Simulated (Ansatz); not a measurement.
Relaxation of a periodic cell of 17 atoms, Si16N (host Si, host structure diamond, interstitial N), to a largest force component of 0.08 eV/Å in at most 25 steps.

Method: DFT PBE, scalar-relativistic, plane waves, PAW in Ansatz. Settings: accuracy low, PAW set soft_1, cutoff 420 eV, k mesh 2x2x2, fermi-dirac smearing 0.02 eV, spin collinear.

```xyz
17
Lattice="0.0000 5.4300 5.4300 5.4300 0.0000 5.4300 5.4300 5.4300 0.0000" Properties=species:S:1:pos:R:3:forces:R:3
Si 0.000 0.000 0.000 0.04 0.15 -0.02
Si 1.357 1.357 1.357 0.01 0.00 0.02
Si 2.715 2.715 0.000 -0.14 -0.02 -0.02
Si 4.072 4.072 1.357 0.67 -0.57 -0.55
Si 2.715 0.000 2.715 0.01 0.00 0.00
Si 4.072 1.357 4.072 -0.01 0.00 0.00
Si 5.430 2.715 2.715 0.04 -0.02 0.15
Si 6.787 4.072 4.072 0.01 0.02 0.00
Si 0.000 2.715 2.715 0.00 -0.01 -0.15
Si 1.357 4.072 4.072 -0.46 -0.48 0.46
Si 2.715 5.430 2.715 -0.11 0.03 0.00
Si 4.072 6.787 4.072 0.64 0.48 0.50
Si 2.715 2.715 5.430 0.11 0.01 0.00
Si 4.072 4.072 6.787 0.01 0.00 0.00
Si 5.430 5.430 5.430 0.00 -0.14 0.00
Si 6.787 6.787 6.787 -0.45 0.43 -0.44
N 5.354 8.181 5.454 -0.35 0.14 0.06
```

Q: Where does it end, and by what steps?

A: It converged. The threshold is loose, so the end isn't yet a minimum. The force dipped under the threshold on the way, but the program's further checks kept it going. Limits of this set-up: coarse k mesh, a small cell, in which the defect meets its images, low accuracy level. After 15 steps the energy has fallen by 2.759 eV; N17 moved furthest, 1.59 Å. Parted: Si3–Si4 (2.35 → 3.12 Å). Joined: Si3–N17 (2.64 → 1.73 Å).

```json
{"step": "0", "energy less start (eV)": "0.0000", "largest force component (eV/Å)": "0.666", "accepted": "yes"}
{"step": "1", "energy less start (eV)": "-0.1538", "largest force component (eV/Å)": "0.538", "accepted": "yes"}
{"step": "2", "energy less start (eV)": "-0.4963", "largest force component (eV/Å)": "1.424", "accepted": "yes"}
{"step": "3", "energy less start (eV)": "-0.9901", "largest force component (eV/Å)": "2.255", "accepted": "yes"}
{"step": "4", "energy less start (eV)": "-1.5696", "largest force component (eV/Å)": "2.331", "accepted": "yes"}
{"step": "5", "energy less start (eV)": "-2.0086", "largest force component (eV/Å)": "1.119", "accepted": "yes"}
{"step": "6", "energy less start (eV)": "-2.3048", "largest force component (eV/Å)": "0.548", "accepted": "yes"}
{"step": "7", "energy less start (eV)": "-2.4634", "largest force component (eV/Å)": "0.586", "accepted": "yes"}
{"step": "8", "energy less start (eV)": "-2.5722", "largest force component (eV/Å)": "0.470", "accepted": "yes"}
{"step": "9", "energy less start (eV)": "-2.6216", "largest force component (eV/Å)": "0.488", "accepted": "yes"}
{"step": "10", "energy less start (eV)": "-2.6363", "largest force component (eV/Å)": "0.393", "accepted": "yes"}
{"step": "11", "energy less start (eV)": "-2.7287", "largest force component (eV/Å)": "0.234", "accepted": "yes"}
{"step": "12", "energy less start (eV)": "-2.7433", "largest force component (eV/Å)": "0.252", "accepted": "yes"}
{"step": "13", "energy less start (eV)": "-2.7501", "largest force component (eV/Å)": "0.163", "accepted": "yes"}
{"step": "14", "energy less start (eV)": "-2.7589", "largest force component (eV/Å)": "0.062", "accepted": "yes"}
{"step": "15", "energy less start (eV)": "-2.7589", "largest force component (eV/Å)": "0.062", "accepted": "yes"}
```

```xyz
17
Lattice="0.0000 5.4300 5.4300 5.4300 0.0000 5.4300 5.4300 5.4300 0.0000" Properties=species:S:1:pos:R:3
Si 0.123 -0.024 -0.007
Si 1.315 1.265 1.496
Si 2.141 2.319 -0.385
Si 4.261 3.947 1.221
Si 2.842 -0.003 2.747
Si 4.196 1.362 4.092
Si 5.525 2.695 2.684
Si 6.711 4.187 3.989
Si 0.182 2.823 2.758
Si 1.588 4.162 4.084
Si 2.996 5.481 2.752
Si 4.351 6.964 4.236
Si 2.860 2.731 5.446
Si 4.199 4.089 6.813
Si 5.592 5.477 5.538
Si 7.004 6.804 6.869
N 3.764 8.205 5.421
```

Whether the end is a true minimum wasn't checked by a vibrational analysis.

Run time: 6.2 min on 1 thread of Arm Neoverse V1, on a shared host, peak memory 0.66 GiB.
